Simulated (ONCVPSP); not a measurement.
# O: the cost of one run

Method: ONCVPSP 4.0.1.1 (patched build), PBE, scalar-relativistic.

### Step 1. The atom and the settings

Typed settings, in words:

| Item | Value |
| --- | --- |
| element | oxygen (O, Z = 8) |
| type | optimised norm-conserving Vanderbilt (ONCV) |
| frozen core | [He] |
| valence charge | 6 |
| reference configuration | 2s2 2p3 (charge +1) |
| partial waves | 2s: rc 0.65 bohr, ncon 3, nbas 6, qcut 11.2 1/bohr, local; 2p: rc 0.95 bohr, ncon 4, nbas 9, qcut 7.4 1/bohr, 2 projectors, debl 3.1 Ha; d scattering state at 0.14 Ha: rc 0.80 bohr, ncon 5, nbas 9, qcut 12.1 1/bohr, 2 projectors, debl 1.1 Ha |
| local potential | the s channel |
| core correction | not asked for |

An earlier all-electron run gives the scale for the radii.

All-electron outer shells of the reference configuration (PBE, scalar-relativistic, ld1.x):

```json
{"shell": "1s", "level (eV)": "-533.57", "outermost node (bohr)": "–", "outermost maximum (bohr)": "0.13"}
{"shell": "2s", "level (eV)": "-39.66", "outermost node (bohr)": "0.28", "outermost maximum (bohr)": "0.86"}
{"shell": "2p", "level (eV)": "-24.45", "outermost node (bohr)": "–", "outermost maximum (bohr)": "0.79"}
```

### Step 2. The generation run

O.dat reads:

```
# ATOM AND REFERENCE CONFIGURATION
# atsym  z   nc   nv     iexc    psfile
  O 8.00    1    2        4      upf
#
#   n    l    f
    1    0    2.00
    2    0    2.00
    2    1    3.00
#
# PSEUDOPOTENTIAL AND OPTIMIZATION
# lmax
    2
#
#   l,   rc,      ep,       ncon, nbas, qcut
    0    0.65    0.00    3    6   11.20
    1    0.95    0.00    4    9    7.40
    2    0.80    0.14    5    9   12.10
#
# LOCAL POTENTIAL
# lloc, lpopt,  rc(5),   dvloc0
    0    5    0.65    0.00
#
# VANDERBILT-KLEINMAN-BYLANDER PROJECTORs
# l, nproj, debl
    0    0    1.00
    1    2    3.10
    2    2    1.10
#
# MODEL CORE CHARGE
# icmod, fcfact, rcfact
    0    0.00    0.00
#
# LOG DERIVATIVE ANALYSIS
# epsh1, epsh2, depsh
   -3.00    5.00    0.02
#
# OUTPUT GRID
# rlmax, drl
    6.00    0.01
#
# TEST CONFIGURATIONS
# ncnf
    4
# nvcnf
#   n    l    f
    2
    2    0    2.00
    2    1    4.00
#
    2
    2    0    2.00
    2    1    2.00
#
    2
    2    0    2.00
    2    1    1.00
#
    2
    2    0    2.00
    2    1    3.50
#
```

Run with:

```
oncvpsp.x < O.dat > O.out
```

**Question.** How long does this run take on 1 thread of AMD EPYC 7R43, shared host?

About 4.3 s.
